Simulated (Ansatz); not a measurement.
# C₂H₆Ga₃N: small, medium and large basis sets

How large a basis does C₂H₆Ga₃N need? Two functionals are run in growing sets.

Method: one geometry, several basis sets; program: Ansatz 0.2.0, Gaussian basis.

Levels to be run: PBE0-D4/def2-SVP; ωB97M-V/def2-SVP; PBE0-D4/def2-QZVPP; ωB97M-V/def2-QZVPP; the functionals' def2-TZVPP values are taken from earlier runs.

**1. The relaxed structure**

The geometry comes from an earlier relaxation with PBE0-D4/def2-TZVP; it is a stationary point, not always the lowest conformer.

12 atoms, charge 0, spin multiplicity 1.

Atoms are counted from 1 here; the program's logs count them from 0.

Bond lengths: C1–C2 1.329 Å, C1–H7 1.091 Å, C1–H8 1.091 Å, C2–Ga3 1.976 Å, C2–Ga5 1.992 Å, Ga3–N4 1.855 Å, Ga3–H9 1.560 Å, N4–Ga5 1.863 Å, N4–H10 1.007 Å, Ga5–Ga6 2.456 Å, Ga6–H11 1.577 Å, Ga6–H12 1.577 Å. Angles: C2–C1–H7 122.7°, C2–C1–H8 122.8°, H7–C1–H8 114.5°, C1–C2–Ga3 135.9°, C1–C2–Ga5 135.8°, Ga3–C2–Ga5 88.2°, C2–Ga3–N4 88.3°, C2–Ga3–H9 143.0°, N4–Ga3–H9 128.7°, Ga3–N4–Ga5 95.9°, Ga3–N4–H10 132.2°, Ga5–N4–H10 131.9°, C2–Ga5–N4 87.6°, C2–Ga5–Ga6 142.8°, N4–Ga5–Ga6 129.6°, Ga5–Ga6–H11 121.7°, Ga5–Ga6–H12 121.7°, H11–Ga6–H12 116.6°.

**2. PBE0-D4 in def2-SVP**

Contents of in.yaml:

```yaml
crystal:
  periodic: [false, false, false]
  atoms:
    - {symbol: C, position_ang: [1.346348, -1.849805, 0.801209]}
    - {symbol: C, position_ang: [0.982457, -0.600375, 0.529267]}
    - {symbol: Ga, position_ang: [1.768081, 1.194259, 0.784079]}
    - {symbol: N, position_ang: [0.254742, 1.908903, -0.015400]}
    - {symbol: Ga, position_ang: [-0.594281, 0.277110, -0.313576]}
    - {symbol: Ga, position_ang: [-2.770128, -0.188363, -1.352992]}
    - {symbol: H, position_ang: [0.723313, -2.711202, 0.557581]}
    - {symbol: H, position_ang: [2.291377, -2.097573, 1.285741]}
    - {symbol: H, position_ang: [3.018652, 1.937745, 1.346121]}
    - {symbol: H, position_ang: [-0.018981, 2.856238, -0.220562]}
    - {symbol: H, position_ang: [-2.908191, -0.452492, -2.901066]}
    - {symbol: H, position_ang: [-4.093399, -0.274455, -0.500401]}
basis:
  gaussian: {orbitals: def2-SVP}
hamiltonian: {xc: pbe0, dispersion: d4}
output: {orbitals: {seedname: orbitals}}
```

Run with:

```bash
> ansatz run in.yaml --threads 2 --pin off --events-out ev --progress --plain --max-ram 22528MiB --backend cpu
```

Further steps of the session: ωB97M-V in def2-SVP; PBE0-D4 in def2-QZVPP; ωB97M-V in def2-QZVPP.

**Question.** What will the summary of the whole plan be? Wanted: PBE0-D4: double and triple zeta above quadruple; ωB97M-V: double and triple zeta above quadruple.

**Answer**, as computed:

| quantity | value |
| --- | --- |
| PBE0-D4: double and triple zeta above quadruple | 27.98, 3.75 eV |
| ωB97M-V: double and triple zeta above quadruple | 27.93, 3.64 eV |

**Reading.** For PBE0-D4 the step from double to triple zeta gains 24.23 eV and the next only 3.75 eV. Total energies overstate the basis error of differences, where much of it tends to cancel.
